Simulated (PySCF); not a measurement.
# GeH5P (GeH3PH2): the cost of one run

Programs: PySCF 2.14.0, with routines of our own; each step states its level. All values are computed. Atoms count from 0.

## 1. The starting structure

7 atoms, charge 0, multiplicity 1; geometry from: GFN2-xTB.

## 2. Relaxing the molecule at PBE0-D3(BJ)/def2-SVP

What the job is given:

```
{"job": {"xc": "PBE0", "basis": "def2-SVP", "d3": "d3bj", "grid": 1, "maxiter": 30, "shake": 0.01, "kind": "geom"}, "charge": 0, "multiplicity": 1}
P      1.300320    -0.149300     0.873070
Ge    -0.778540     0.169440    -0.094340
H      1.921530     0.537620    -0.164970
H      1.500130    -1.359570     0.263820
H     -1.809080    -0.686170     0.567240
H     -1.243360     1.593580     0.065300
H     -0.857050    -0.134700    -1.560050
```

Command:

```bash
> OMP_NUM_THREADS=1 python heavy_run.py task.json out
```

This one command runs all jobs of the session in turn.

**Question.** How long does this first job take on 1 thread of Arm Neoverse V1, shared host, and how much memory does it need?

About 8.3 s, with a peak of 0.32 GiB.
